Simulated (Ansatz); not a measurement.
# GaPNH (singlet): from Hartree-Fock to the top rungs at a displaced geometry (v1), cc-pVDZ

The task here is to estimate one member of a computed series from the others.

Program: Ansatz 0.2.0, Gaussian basis. Level of theory: cc-pVDZ, core rule «outside noble gas», up to 20 orbitals frozen. These are calculated values, not measurements.

To be run: UHF; CCSD(T) on RHF; CCSD(T) on UHF; BCCD(T) on RHF; CISD; CCSDT(Q) on RHF; CCSDT(Q) on UHF.

27 further runs of the same task are left out: 1 for a mislabelled method, 18 that didn't finish, 8 set aside as unsound or not needed.

### The geometry

The geometry is a PBE0/def2-TZVP stationary point (not a proven minimum) with its atoms shifted at random (size 0.040 Å). No spin-orbit coupling is included. The filled d shell of Ga may be among the frozen orbitals whatever the setting's name suggests; the logs give the count.

4 atoms, charge 0, spin multiplicity 1.

Atoms are counted from 1 here; the program's logs count them from 0.

Bond lengths: Ga1–H4 1.712 Å, P2–N3 1.541 Å.

Coordinates:

```xyz
4
charge 0, multiplicity 1
Ga   -0.0050    0.0063    1.3062
P    -0.0058   -0.1711   -1.5691
N     0.0422    0.2490   -3.0510
H    -0.0607    1.3621    0.2627
```

The first run:

Contents of in.yaml:

```yaml
crystal:
  periodic: [false, false, false]
  atoms:
    - {symbol: Ga, position_ang: [-0.004994, 0.006302, 1.306190]}
    - {symbol: P, position_ang: [-0.005846, -0.171118, -1.569109]}
    - {symbol: N, position_ang: [0.042155, 0.249012, -3.051046]}
    - {symbol: H, position_ang: [-0.060692, 1.362120, 0.262706]}
basis:
  gaussian: {orbitals: cc-pVDZ}
magnetization: {spin_polarized: true, initial_magnetization: 0}
hamiltonian: {xc: hf}
output: {orbitals: {seedname: orbitals}}
```

On the command line:

```console
$ ansatz run in.yaml --threads 1 --pin off --events-out ev --progress --plain --max-ram 2393MiB
```

Among the steps run: UHF; CCSD(T) on RHF; CCSD(T) on UHF; BCCD(T) on RHF; CISD; CCSDT(Q) on RHF; CCSDT(Q) on UHF.

One of the session's tables, all rows but one given; the rest of the session is left out.

It belongs to the step «Misses and costs». 

| method | from RCCSDT(Q) (kcal/mol) |
| --- | --- |
| RHF | +250.58 |
| UHF | +238.47 |
| RMP2 | +25.74 |
| UMP2 | ? |
| CISD | +46.10 |
| RCCSD | +14.83 |
| UCCSD | +15.69 |
| RCCSD(T) | +2.22 |
| UCCSD(T) | +4.49 |
| BCCD(T) | +2.16 |
| RCCSDT | +2.11 |
| UCCSDT | +2.24 |
| RCCSDT(Q) | 0 |
| UCCSDT(Q) | +0.12 |

Estimate the missing values for UMP2.

**Answer.** from RCCSDT(Q) (kcal/mol): +64.17. In the column «from RCCSDT(Q) (kcal/mol)» it lies between CISD (+46.10) and UHF (+238.47).

To keep in mind: The determinant is far from a pure spin state, so its energy mixes those of several spin states (harmless only where they are near-degenerate, as at dissociation). Warnings: restricted reference is unstable; spin contamination; large T1 diagnostic. Restricted and unrestricted rows rest on different reference determinants; where their highest levels disagree by more than a few hundredths of an eV, they describe different states and don't form one ladder.
